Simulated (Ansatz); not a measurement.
# InP: the cost of one run

Method: DFT PBE+D3(BJ), plane waves, PAW, scalar-relativistic, no spin polarisation, in Ansatz 0.2.0.

### 1 The structure to begin with

The cell holds 24 atoms (In12P12): a = 8.316 Å, b = 8.316 Å, c = 18.638 Å, α = 90.00°, β = 90.00°, γ = 60.00°.

The coordinates stand in the first input below.

### 2 Preparing the start

File input.yaml:

```yaml
accuracy: low
crystal:
  lattice:
    - [8.315576, 0.0, 0.0]
    - [4.157788, 7.2015, 0.0]
    - [0.0, 0.0, 18.638344]
  atoms:
    - { symbol: In, position: [0.0, 0.0, 0.0536528] }
    - { symbol: P, position: [0.1666667, 0.1666667, 0.0991883] }
    - { symbol: In, position: [0.0, 0.5, 0.0536528] }
    - { symbol: P, position: [0.1666667, 0.6666667, 0.0991883] }
    - { symbol: In, position: [0.5, 0.0, 0.0536528] }
    - { symbol: P, position: [0.6666667, 0.1666667, 0.0991883] }
    - { symbol: In, position: [0.5, 0.5, 0.0536528] }
    - { symbol: P, position: [0.6666667, 0.6666667, 0.0991883] }
    - { symbol: In, position: [0.6666667, 0.6666667, 0.2357945] }
    - { symbol: P, position: [0.8333333, 0.8333333, 0.28133] }
    - { symbol: In, position: [0.6666667, 0.1666667, 0.2357945] }
    - { symbol: P, position: [0.8333333, 0.3333333, 0.28133] }
    - { symbol: In, position: [0.1666667, 0.6666667, 0.2357945] }
    - { symbol: P, position: [0.3333333, 0.8333333, 0.28133] }
    - { symbol: In, position: [0.1666667, 0.1666667, 0.2357945] }
    - { symbol: P, position: [0.3333333, 0.3333333, 0.28133] }
    - { symbol: In, position: [0.3333333, 0.3333333, 0.4179362] }
    - { symbol: P, position: [0.5, 0.5, 0.4634716] }
    - { symbol: In, position: [0.3333333, 0.8333333, 0.4179362] }
    - { symbol: P, position: [0.5, 1.0, 0.4634716] }
    - { symbol: In, position: [0.8333333, 0.3333333, 0.4179362] }
    - { symbol: P, position: [0.0, 0.5, 0.4634716] }
    - { symbol: In, position: [0.8333333, 0.8333333, 0.4179362] }
    - { symbol: P, position: [0.0, 1.0, 0.4634716] }
basis:
  ecutwfc: 420.0
kpoints:
  mp_grid: { grid: [2, 2, 1] }
hamiltonian:
  xc: pbe
  dispersion: d3bj
  pseudopotentials: { kind: paw, azcp: { folder: soft_1 } }
scf:
  occupations: { method: fermi_dirac, width: 0.15 }
  lower_state_search: "off"
relax:
  f_tol: 0.08
  max_steps: 25
  adjacent_minimum: "off"
  constraints: [{ sites: [0, 1, 2, 3, 4, 5, 6, 7] }]
```

Started as:

```sh
> ansatz run input.yaml --threads 4 --pin off --max-ram 10240MiB --backend cpu --events-out ev --progress --plain --runs-dir out
```

**Question.** How long does this run take on 4 threads of Intel Xeon Platinum 8375C at 2.90GHz (Ice Lake), shared host, and how much memory does it need?

About 26 s, with a peak of 1.8 GiB.
